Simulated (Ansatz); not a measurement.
Nudged elastic band run: Si₃₂PC₃₀

Input file:

```yaml
crystal:
  lattice:
    - [8.707986, 0.0, 0.0]
    - [0.0, 8.707986, 0.0]
    - [0.0, 0.0, 8.707986]
  atoms:
    - { symbol: Si, position: [0.63927307, 0.109401, 0.10717641] }
    - { symbol: C, position: [0.49970167, -0.00452529, -0.0036405] }
    - { symbol: Si, position: [0.87344163, 0.37455364, 0.12282574] }
    - { symbol: C, position: [0.75316584, 0.24903498, -0.00358033] }
    - { symbol: Si, position: [0.87365349, 0.12092893, 0.37744902] }
    - { symbol: C, position: [0.75337179, -0.00465084, 0.2489808] }
    - { symbol: Si, position: [0.12498976, 0.12129785, 0.12266789] }
    - { symbol: C, position: [-9.458e-05, -0.00183292, -0.00061943] }
    - { symbol: Si, position: [0.33899303, 0.4097581, 0.10032179] }
    - { symbol: C, position: [0.24360867, 0.24772073, -0.00375881] }
    - { symbol: Si, position: [0.62744062, 0.62373674, 0.12268057] }
    - { symbol: C, position: [0.50103807, 0.50510156, -0.0037489] }
    - { symbol: Si, position: [0.87878967, 0.86992053, 0.1212992] }
    - { symbol: C, position: [0.75056762, 0.74879929, -0.00060329] }
    - { symbol: Si, position: [0.35836183, 0.10719259, 0.39084495] }
    - { symbol: C, position: [0.24646753, -0.00539952, 0.24953174] }
    - { symbol: Si, position: [0.64156611, 0.39042432, 0.39088166] }
    - { symbol: P, position: [0.48784246, 0.26095939, 0.2446158] }
    - { symbol: Si, position: [0.8782127, 0.62459761, 0.37453761] }
    - { symbol: C, position: [0.75410778, 0.50226484, 0.24954005] }
    - { symbol: Si, position: [0.62533075, 0.12339893, 0.6251783] }
    - { symbol: C, position: [0.50078735, -0.00360389, 0.50253011] }
    - { symbol: Si, position: [0.87507316, 0.37236776, 0.62681063] }
    - { symbol: C, position: [0.75231523, 0.24796068, 0.50256116] }
    - { symbol: Si, position: [0.87560168, 0.12191346, 0.87384763] }
    - { symbol: C, position: [0.75038624, -0.00164474, 0.74845102] }
    - { symbol: Si, position: [0.13083521, 0.6178678, 0.11216192] }
    - { symbol: C, position: [-0.00270819, 0.49633412, -0.00269306] }
    - { symbol: Si, position: [0.37417944, 0.87525112, 0.12280539] }
    - { symbol: C, position: [0.25239627, 0.75140599, -0.00268906] }
    - { symbol: Si, position: [0.11048822, 0.35899866, 0.38983736] }
    - { symbol: C, position: [-0.00044863, 0.24812023, 0.24748471] }
    - { symbol: Si, position: [0.38974309, 0.63828411, 0.3898832] }
    - { symbol: Si, position: [0.62782859, 0.87504704, 0.37744028] }
    - { symbol: C, position: [0.50062022, 0.7491563, 0.24749242] }
    - { symbol: Si, position: [0.12122927, 0.12096434, 0.6267236] }
    - { symbol: C, position: [0.00042946, -0.0031682, 0.49871585] }
    - { symbol: Si, position: [0.37439695, 0.37435589, 0.62842206] }
    - { symbol: C, position: [0.24773277, 0.24934042, 0.50638396] }
    - { symbol: Si, position: [0.62779517, 0.62751523, 0.62673441] }
    - { symbol: C, position: [0.49940955, 0.50103884, 0.50641225] }
    - { symbol: Si, position: [0.87490773, 0.87383888, 0.62355444] }
    - { symbol: C, position: [0.75193106, 0.74829651, 0.49872421] }
    - { symbol: Si, position: [0.37540204, 0.12357775, 0.87566588] }
    - { symbol: C, position: [0.25005918, -0.00112899, 0.74825991] }
    - { symbol: Si, position: [0.6251269, 0.37332414, 0.87565061] }
    - { symbol: C, position: [0.50014408, 0.24857655, 0.75073756] }
    - { symbol: Si, position: [0.87344354, 0.62474279, 0.87466789] }
    - { symbol: C, position: [0.74986041, 0.4986591, 0.74825793] }
    - { symbol: Si, position: [0.12411387, 0.87050481, 0.3745389] }
    - { symbol: C, position: [0.00757212, 0.74113329, 0.24725211] }
    - { symbol: Si, position: [0.12585826, 0.6228747, 0.62716901] }
    - { symbol: C, position: [0.00144562, 0.49982863, 0.50200464] }
    - { symbol: Si, position: [0.37635991, 0.87364941, 0.6268203] }
    - { symbol: C, position: [0.24889648, 0.7473037, 0.50203804] }
    - { symbol: Si, position: [0.12159131, 0.37312404, 0.87146508] }
    - { symbol: C, position: [-0.0017289, 0.24693956, 0.74871833] }
    - { symbol: Si, position: [0.37560804, 0.62709937, 0.87147138] }
    - { symbol: C, position: [0.2498481, 0.49888065, 0.7508142] }
    - { symbol: Si, position: [0.62685422, 0.87306564, 0.87382064] }
    - { symbol: C, position: [0.50178894, 0.75043451, 0.74872368] }
    - { symbol: Si, position: [0.12398519, 0.87526664, 0.87467487] }
    - { symbol: C, position: [-0.00011844, 0.7488479, 0.74973797] }
magnetization:
  spin_polarized: true
basis:
  ecutwfc: 420.0
kpoints:
  mp_grid: { grid: [1, 1, 1] }
hamiltonian:
  xc: pbe
  pseudopotentials: { kind: paw, azcp: { folder: soft_1 } }
scf:
  occupations: { method: gaussian, width: 0.05 }
  lower_state_search: "off"
neb:
  images: 7
  f_tol: 0.03
  initial_path: idpp
  max_iterations: 58
  final_atoms:
    - { symbol: Si, position: [0.61919542, 0.13080458, 0.11225152] }
    - { symbol: C, position: [0.497364, -0.00259644, -0.00238499] }
    - { symbol: Si, position: [0.87646906, 0.37435192, 0.12325749] }
    - { symbol: C, position: [0.75259644, 0.252636, -0.00238499] }
    - { symbol: Si, position: [0.87166535, 0.12431355, 0.37497475] }
    - { symbol: C, position: [0.74226323, 0.00773677, 0.24770814] }
    - { symbol: Si, position: [0.12248366, 0.12506921, 0.12308266] }
    - { symbol: C, position: [-0.00071171, 4.334e-05, -0.00025099] }
    - { symbol: Si, position: [0.41094384, 0.33905616, 0.10063742] }
    - { symbol: C, position: [0.24882904, 0.24377926, -0.00344407] }
    - { symbol: Si, position: [0.62493079, 0.62751634, 0.12308266] }
    - { symbol: C, position: [0.50622074, 0.50117096, -0.00344407] }
    - { symbol: Si, position: [0.87107475, 0.87892525, 0.1217107] }
    - { symbol: C, position: [0.74995666, 0.75071171, -0.00025099] }
    - { symbol: Si, position: [0.36010435, 0.11058366, 0.39022893] }
    - { symbol: C, position: [0.2492456, -0.00040355, 0.24799281] }
    - { symbol: Si, position: [0.63941634, 0.38989565, 0.39022893] }
    - { symbol: P, position: [0.26197885, 0.48802115, 0.24503913] }
    - { symbol: Si, position: [0.87625303, 0.62797487, 0.37791886] }
    - { symbol: C, position: [0.75040355, 0.5007544, 0.24799281] }
    - { symbol: Si, position: [0.62396871, 0.12603129, 0.62751514] }
    - { symbol: C, position: [0.50094882, 0.00150702, 0.50239444] }
    - { symbol: Si, position: [0.87472762, 0.37654703, 0.62719635] }
    - { symbol: C, position: [0.74849298, 0.24905118, 0.50239444] }
    - { symbol: Si, position: [0.87638599, 0.12414622, 0.87501289] }
    - { symbol: C, position: [0.75000093, -9.3e-07, 0.75009454] }
    - { symbol: Si, position: [0.11066175, 0.63933825, 0.10758264] }
    - { symbol: C, position: [-0.00329372, 0.49987175, -0.00327095] }
    - { symbol: Si, position: [0.37564808, 0.87353094, 0.12325749] }
    - { symbol: C, position: [0.25012825, 0.75329372, -0.00327095] }
    - { symbol: Si, position: [0.10829202, 0.35849867, 0.39128507] }
    - { symbol: C, position: [-0.00422635, 0.24661818, 0.24991395] }
    - { symbol: Si, position: [0.39150133, 0.64170798, 0.39128507] }
    - { symbol: Si, position: [0.62568645, 0.87833465, 0.37497475] }
    - { symbol: C, position: [0.50338182, 0.75422635, 0.24991395] }
    - { symbol: Si, position: [0.122019, 0.12143478, 0.62708487] }
    - { symbol: C, position: [-0.00207312, 0.00061448, 0.49909295] }
    - { symbol: Si, position: [0.37549103, 0.37450897, 0.62876777] }
    - { symbol: C, position: [0.25045268, 0.24788269, 0.50672669] }
    - { symbol: Si, position: [0.62856522, 0.627981, 0.62708487] }
    - { symbol: C, position: [0.50211731, 0.49954732, 0.50672669] }
    - { symbol: Si, position: [0.87494499, 0.87505501, 0.62389576] }
    - { symbol: C, position: [0.74938552, 0.75207312, 0.49909295] }
    - { symbol: Si, position: [0.37415698, 0.12175598, 0.87179447] }
    - { symbol: C, position: [0.2479927, -0.0015379, 0.74905331] }
    - { symbol: Si, position: [0.62824402, 0.37584302, 0.87179447] }
    - { symbol: C, position: [0.49997533, 0.25002467, 0.75111301] }
    - { symbol: Si, position: [0.87426813, 0.62699089, 0.87420509] }
    - { symbol: C, position: [0.7515379, 0.5020073, 0.74905331] }
    - { symbol: Si, position: [0.12202513, 0.87374697, 0.37791886] }
    - { symbol: C, position: [-0.00350518, 0.75350518, 0.24944563] }
    - { symbol: Si, position: [0.12445231, 0.62554769, 0.62549308] }
    - { symbol: C, position: [-0.00251977, 0.50091053, 0.5030003] }
    - { symbol: Si, position: [0.37345297, 0.87527238, 0.62719635] }
    - { symbol: C, position: [0.24908947, 0.75251977, 0.5030003] }
    - { symbol: Si, position: [0.12476839, 0.37557274, 0.87590731] }
    - { symbol: C, position: [-3.346e-05, 0.25022096, 0.74872828] }
    - { symbol: Si, position: [0.37442726, 0.62523161, 0.87590731] }
    - { symbol: C, position: [0.2496719, 0.5003281, 0.75093527] }
    - { symbol: Si, position: [0.62585378, 0.87361401, 0.87501289] }
    - { symbol: C, position: [0.49977904, 0.75003346, 0.74872828] }
    - { symbol: Si, position: [0.12300911, 0.87573187, 0.87420509] }
    - { symbol: C, position: [-0.00053631, 0.75053631, 0.74881089] }
  order_check: true
```

Command:

```bash
$ ansatz run input.yaml --threads 4 --pin off --max-ram 10240MiB --backend cpu --events-out ev --progress --plain --runs-dir out
```

Output, in part (warnings, iteration lines):

```
NEB end point (image 0): max|allowed force component| = 2.320e-2 eV/Å (the criterion of neb.relax_end_points is 1.000e-2)
NEB end point (image 8): max|allowed force component| = 2.060e-2 eV/Å (the criterion of neb.relax_end_points is 1.000e-2)
NEB iter   1: max|band force component| = 1.244e1 eV/Å  barrier→ = 6.0506 eV  barrier← = 6.0506 eV  Δτ_max = 0.1983 Å  (91 SCF iters)
NEB iter   2: max|band force component| = 1.355e0 eV/Å  barrier→ = 3.6256 eV  barrier← = 3.6256 eV  Δτ_max = 0.1252 Å  (56 SCF iters)
NEB iter   3: max|band force component| = 1.557e0 eV/Å  barrier→ = 3.4871 eV  barrier← = 3.4871 eV  Δτ_max = 0.0638 Å  (52 SCF iters)
NEB iter   4: max|band force component| = 2.318e-1 eV/Å  barrier→ = 3.3689 eV  barrier← = 3.3689 eV  CI = image 4  Δτ_max = 0.0345 Å  (48 SCF iters)
NEB iter   5: max|band force component| = 1.438e-1 eV/Å  barrier→ = 3.3587 eV  barrier← = 3.3586 eV  CI = image 4  Δτ_max = 0.0510 Å  (47 SCF iters)
NEB iter   6: max|band force component| = 1.813e-1 eV/Å  barrier→ = 3.3560 eV  barrier← = 3.3560 eV  CI = image 4  Δτ_max = 0.0256 Å  (50 SCF iters)
NEB iter   7: max|band force component| = 1.772e-1 eV/Å  barrier→ = 3.3549 eV  barrier← = 3.3549 eV  CI = image 4  Δτ_max = 0.0255 Å  (46 SCF iters)
NEB iter   8: max|band force component| = 3.136e-1 eV/Å  barrier→ = 3.3519 eV  barrier← = 3.3519 eV  CI = image 4  Δτ_max = 0.0128 Å  (45 SCF iters)
[... lines left out ...]
```

The run converged. Neighbouring images differ by up to 1.7 eV, so the band resolves the path poorly. By the program's own check the climbing image is a first-order saddle point (lowest curvatures found: -3.05 and 2.52 eV/Å²). Limits of this set-up: coarse k mesh.

Final band (atoms are numbered from 1 in the order of the input):

| image | path coordinate (Å) | energy (eV) | Si1–P18 (Å) | Si15–P18 (Å) | Si17–P18 (Å) |
| --- | --- | --- | --- | --- | --- |
| 0 | 0.00 | 0.00 | 2.22 | 2.16 | 2.16 |
| 1 | 0.54 | 0.55 | 2.37 | 2.17 | 2.17 |
| 2 | 1.08 | 2.21 | 2.89 | 2.19 | 2.19 |
| 3 | 1.62 | 2.92 | 3.49 | 2.35 | 2.35 |
| 4 | 2.13 | 2.67 | 3.87 | 2.63 | 2.62 |
| 5 | 2.64 | 2.12 | 4.26 | 2.99 | 2.99 |
| 6 | 3.16 | 1.18 | 4.58 | 3.37 | 3.37 |
| 7 | 3.67 | 0.39 | 4.66 | 3.54 | 3.54 |
| 8 | 4.18 | 0.00 | 4.55 | 3.62 | 3.62 |

Run time: 10 min on 4 threads of Arm Neoverse V1 (shared host), peak memory 2.8 GiB.
